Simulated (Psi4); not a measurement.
**MgBr (SMILES [Mg][Br]): UHF/cc-pVTZ (density fitting, intrafrag hess lindh)**

Aim: a structure relaxation of MgBr. Input form: a Python script.

The results are computed with Psi4 1.11.

7 further runs of the same task are left out: 3 that didn't finish, 4 set aside as unsound or not needed.

**1. Starting point**

MgBr has 2 atoms, charge 0, and is taken as a doublet. As SMILES, `[Mg][Br]`. All atoms were displaced at random from a relaxed shape. The run starts from this shape.

Bond lengths: Mg1–Br2 2.440 Å.

**2. A geometry optimisation at UHF/cc-pVTZ (density fitting, intrafrag hess lindh)**

run.py reads:

```python
import psi4

psi4.set_memory(1600000000)
psi4.set_num_threads(1)
psi4.set_output_file('psi4.out', False)

geom = psi4.geometry("""
0 2
Mg
Br 1 2.440309
units angstrom
symmetry c1
""")

options = {'reference': 'uhf', 'scf_type': 'disk_df', 'geom_maxiter': 40, 'intrafrag_hess': 'lindh', 'opt_coordinates': 'cartesian'}
psi4.set_options(options)

energy_value = psi4.optimize("scf/cc-pVTZ")
print(f'scf/cc-pVTZ energy: {energy_value:.10f} Eh')
geom.save_xyz_file('final.xyz', False)
```

The run is started by

```console
$ python run.py
```

**Question.** What will come out? Wanted: total energy at the end; dipole moment; HOMO energy; LUMO energy; bond length; ⟨S²⟩.

Computed results:

Level: UHF/cc-pVTZ (density fitting, intrafrag hess lindh).

```
                          quantity           value
           total energy at the end  -2772.15056 Eh
                     dipole moment          3.59 D
HOMO energy (highest over α and β)        -7.87 eV
 LUMO energy (lowest over α and β)        -0.13 eV
                       bond length         2.377 Å
                              ⟨S²⟩           0.751
```

**Reading.** At the final geometry: Bond lengths: Mg1–Br2 2.377 Å. The optimisation took 4 steps and changed the energy by -0.017 eV.
